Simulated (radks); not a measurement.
# Valence configurations of Rh³⁺

NIST gives [Kr] 4d6 as the ground configuration of Rh³⁺. Does this level of theory agree? Several fillings of the valence shells are run.

Method: scalar-relativistic Kohn-Sham, PBE, spin-polarised, spherical densities, finite nucleus; open shells are filled with parallel spins first. Code: radks (a radial shooting solver on a logarithmic mesh, Libxc functionals) version 1.

### 1 The system

- element: rhodium (Z = 45)
- charge: +3
- electrons: 42
- configuration: [Kr] 4d6
- nuclear rms radius: 4.4945 fm
- others tried: 4d5 5p1; 4d4 5s2; 4d5 5s1; 4d4 5p2; 4d5.5 5s0.5; 4d3 5s2 5p1; 4d4 5s1 5p1; 4d3.5 5s1 5p1.5; 4d3 5s1 5p2

Outer shells as boxes (Hund's rule):

Rh³⁺
```
[Kr] core
4d [↑↓][↑ ][↑ ][↑ ][↑ ]
```

### 2 [Kr] 4d6

The run's settings:

```text
Z 45
configuration [Kr] 4d6
relativity scalar-relativistic
functional pbe,pbe
spin polarised
nucleus finite rms 4.4945 fm
c 137.035999084
```

Run with:

```console
> python run_ks.py task.json out
```

This one command runs every case of the session in turn.

### 3 [Kr] 4d5 5p1

Input: that of step 2 with these lines changed.

```diff
@@ -1,3 +1,3 @@
 Z 45
-configuration [Kr] 4d6
+configuration [Kr] 4d5 5p1
 relativity scalar-relativistic
```

### 4 [Kr] 4d4 5s2

Input: that of step 3 with these lines changed.

```diff
@@ -1,3 +1,3 @@
 Z 45
-configuration [Kr] 4d5 5p1
+configuration [Kr] 4d4 5s2
 relativity scalar-relativistic
```

### 5 [Kr] 4d5 5s1

Input: that of step 4 with these lines changed.

```diff
@@ -1,3 +1,3 @@
 Z 45
-configuration [Kr] 4d4 5s2
+configuration [Kr] 4d5 5s1
 relativity scalar-relativistic
```

### 6 [Kr] 4d4 5p2

Input: that of step 5 with these lines changed.

```diff
@@ -1,3 +1,3 @@
 Z 45
-configuration [Kr] 4d5 5s1
+configuration [Kr] 4d4 5p2
 relativity scalar-relativistic
```

### 7 [Kr] 4d5.5 5s0.5

Input: that of step 6 with these lines changed.

```diff
@@ -1,3 +1,3 @@
 Z 45
-configuration [Kr] 4d4 5p2
+configuration [Kr] 4d5.5 5s0.5
 relativity scalar-relativistic
```

### 8 [Kr] 4d3 5s2 5p1

The run's settings:

```text
Z 45
configuration [Kr] 4d3 5s2 5p1
relativity scalar-relativistic
functional pbe,pbe
spin polarised
nucleus finite rms 4.4945 fm
c 137.035999084
```

### 9 [Kr] 4d4 5s1 5p1

The run's settings:

```text
Z 45
configuration [Kr] 4d4 5s1 5p1
relativity scalar-relativistic
functional pbe,pbe
spin polarised
nucleus finite rms 4.4945 fm
c 137.035999084
```

### 10 [Kr] 4d3.5 5s1 5p1.5

The run's settings:

```text
Z 45
configuration [Kr] 4d3.5 5s1 5p1.5
relativity scalar-relativistic
functional pbe,pbe
spin polarised
nucleus finite rms 4.4945 fm
c 137.035999084
```

### 11 [Kr] 4d3 5s1 5p2

The run's settings:

```text
Z 45
configuration [Kr] 4d3 5s1 5p2
relativity scalar-relativistic
functional pbe,pbe
spin polarised
nucleus finite rms 4.4945 fm
c 137.035999084
```

**Question.** What will these runs give? Wanted: for each run, valence; E − E(NIST configuration); moment; highest level; its energy; 1s shift.

**Answer**, as computed:

```csv
valence,E − E(NIST configuration) (eV),moment (μB),highest level,its energy (eV),1s shift (eV)
4d6,0.000,4,4d down,-37.569,+0.00
4d5.5 5s0.5,3.691,5,5s up,-31.509,-2.71
4d5 5s1,7.562,6,5s up,-32.627,-5.50
4d5 5p1,15.230,6,5p up,-25.570,-6.66
4d4 5s2,23.657,4,5s down,-32.635,-11.77
4d4 5s1 5p1,29.250,6,5p up,-27.214,-12.80
4d4 5p2,37.339,6,5p up,-27.777,-13.93
4d3.5 5s1 5p1.5,41.138,6,5p up,-28.284,-16.53
4d3 5s2 5p1,48.153,4,5p up,-28.295,-19.38
4d3 5s1 5p2,53.733,6,5p up,-29.313,-20.31
```

What this shows: The NIST configuration is the lowest of those tried, 3.691 eV under 4d5.5 5s0.5. The energies are those of spherical high-spin densities, not of single terms. The 1s eigenvalue shifts by up to 20.31 eV as the valence charge is rearranged.
